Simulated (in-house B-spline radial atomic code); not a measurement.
# Ge²⁴⁺: ionisation energy by several methods

How far do functionals differ on the ionisation energy of Ge²⁴⁺? Each run solves Ge²⁴⁺ and then the next ion ([He] 2s2 2p3).

Program: in-house B-spline radial atomic code version 1. Level of theory: non-relativistic, several functionals, spin-polarised; spherical all-electron atom at the radial basis limit. These are calculated values, not measurements, unless marked.

### 1 The atom as given

| Item | Value |
| --- | --- |
| element | germanium (Z = 32) |
| charge | +24 |
| electrons | 8 |
| configuration | [He] 2s2 2p4 |
| nucleus | point |

The outer shells:

[He] 2s2 2p4
```
[He] core
2s [↑↓]
2p [↑↓][↑ ][↑ ]
```

Where spins are not typed, each open shell is filled with up spins first.

### 2 PBE

Settings of the run:

```ini
Z = 32
electrons = 8.0
configuration = [He] 2s2 2p4
hamiltonian = nr
method = pbe,pbe
spin_polarised = True
```

### 3 LDA (VWN5)

Settings of the run:

```ini
Z = 32
electrons = 8.0
configuration = [He] 2s2 2p4
hamiltonian = nr
method = lda,vwn
spin_polarised = True
```

### 4 OLYP

Settings of the run:

```ini
Z = 32
electrons = 8.0
configuration = [He] 2s2 2p4
hamiltonian = nr
method = optx,lyp
spin_polarised = True
```

Before running: The tabulated ionisation energy is 2439 ± 5 eV (semi-empirical; NIST Atomic Spectra Database). What does each method give, and which comes nearest?

**Answer**, as computed:

| method | rung | total energy (hartree) | ΔSCF (eV) | −ε highest (eV) | ΔSCF less tabulated (eV) |
| --- | --- | --- | --- | --- | --- |
| LDA (VWN5) | LDA | -1615.5704 | 2417.26 | 2357.73 (2p down) | -21.74 |
| PBE | GGA | -1618.4101 | 2418.62 | 2358.95 (2p down) | -20.38 |
| OLYP | GGA | -1618.7990 | 2417.18 | 2359.24 (2p down) | -21.82 |

What this shows: Tables give 2439 ± 5 eV (semi-empirical; NIST Atomic Spectra Database) for the ionisation energy. PBE misses by -20.38 eV, the least, and OLYP by -21.82 eV (0.89 %), the most. All methods miss on the same side by much the same amount, which points to something that they share. These runs lack relativity altogether, which can outweigh the gaps between the methods, so the nearest may be so by luck. These runs leave out relativity, which matters at this nuclear charge. Open shells are averaged (over orientations, and over spins where the run is restricted), while tables refer to the lowest levels.

Members of this set that are not shown: 4 used exact exchange with fractional occupations of an open shell, which is unsound here.
